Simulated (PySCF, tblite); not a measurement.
# C₆H₁₄OSi₂: geometry, infrared bands and NMR shifts

Wanted: the infrared bands and NMR shifts of C₆H₁₄OSi₂ (`C=C(C)[Si@H]([SiH3])C1COC1`), by calculation.

Computed with tblite 0.8.0 and PySCF 2.14.0, with density-fitted response routines of our own, on a single molecule in the gas phase. Atoms count from 0, in the outputs and in this text.

### Step 1. The starting structure

23 atoms, charge 0, multiplicity 1; geometry from: force field or distance geometry start.

Bonds of the start (Å): C0–C1 1.35, C1–C2 1.52, C1–Si3 1.88, Si3–Si4 2.33, Si3–C5 1.92, C5–C6 1.52, C6–O7 1.45, O7–C8 1.45, C8–C5 1.52, C0–H9 1.08, C0–H10 1.08, C2–H11 1.09, C2–H12 1.10, C2–H13 1.09, Si3–H14 1.48, Si4–H15 1.49, Si4–H16 1.49, Si4–H17 1.49, C5–H18 1.09, C6–H19 1.10, C6–H20 1.09, C8–H21 1.10, C8–H22 1.10.

### Step 2. Optimising the geometry with GFN2-xTB

Job settings and geometry (Å):

```
{"job": {"kind": "relax", "xc": "GFN2-xTB", "basis": "xTB"}, "charge": 0, "multiplicity": 1}
C      2.671500    -0.719700    -1.451000
C      1.662300    -0.693300    -0.556100
C      1.589500    -1.721700     0.560200
Si     0.305500     0.607700    -0.612800
Si     0.562100     2.097800     1.158400
C     -1.429200    -0.213600    -0.625400
C     -1.959600    -0.702400     0.718200
O     -2.851400     0.433000     0.820000
C     -2.601500     0.754300    -0.572200
H      2.733200     0.009000    -2.251300
H      3.442200    -1.472800    -1.415700
H      2.423600    -2.416300     0.532000
H      0.663700    -2.316900     0.474500
H      1.592800    -1.240700     1.539400
H      0.468000     1.358200    -1.879000
H      0.424300     1.384700     2.460600
H     -0.461000     3.176700     1.067000
H      1.908700     2.724700     1.099300
H     -1.499600    -0.949800    -1.420100
H     -1.265800    -0.745900     1.576000
H     -2.524800    -1.639000     0.682800
H     -3.460900     0.481100    -1.199900
H     -2.398400     1.832000    -0.694600
```

On the command line:

```console
$ OMP_NUM_THREADS=1 python probes_run.py task.json out
```

One launch serves the whole session: the jobs run in the order shown.

**Question.** This job is followed by: GFN2-xTB harmonic vibrations, gas phase; GIAO PBE0/pcSseg-1 NMR shielding, non-relativistic, gas phase. What will the session give for the following? strongest single infrared mode (GFN2-xTB); zero-point energy (GFN2-xTB); 13C shifts against TMS (PBE0/pcSseg-1); 1H shifts against TMS (PBE0/pcSseg-1, means over atoms taken as alike); 29Si shifts against TMS (PBE0/pcSseg-1); 17O shifts against H2O (PBE0/pcSseg-1).

**Answer**, as computed:

```
                                                              quantity                                                           value
                             strongest single infrared mode (GFN2-xTB)                                            786 cm⁻¹, 450 km/mol
                                          zero-point energy (GFN2-xTB)                                                  111.0 kcal/mol
                                13C shifts against TMS (PBE0/pcSseg-1)                        152.3, 135.0, 76.0, 75.3, 27.2, 21.5 ppm
1H shifts against TMS (PBE0/pcSseg-1, means over atoms taken as alike)  5.95, 5.70, 5.32, 5.30, 4.66, 4.47, 4.40, 3.56, 2.53, 1.81 ppm
                               29Si shifts against TMS (PBE0/pcSseg-1)                                               -33.1, -125.7 ppm
                                17O shifts against H2O (PBE0/pcSseg-1)                                                        15.9 ppm
```

In words: The optimisation took 52 steps and gained 0.116 eV; among the close pairs (by a distance rule), Si4–H16 changed most, from 1.490 to 1.463 Å. The lowest mode is imaginary (42i cm⁻¹), so the xTB geometry is not a minimum. The strongest single mode, at 786 cm⁻¹, has its largest shares on H16, H15 and H17 (the list is cut at 3 atoms). Unscaled tight-binding wavenumbers are off by several per cent, some by more. Its intensities can rank the bands wrongly. C1 (fully substituted alkene carbon) lies farthest downfield among carbon, at 152.3 ppm; as expected for a trigonal carbon in a double bond. At PBE0/pcSseg-1: The widest tensor belongs to C1: span 254 ppm, with a paramagnetic part of -230 ppm.
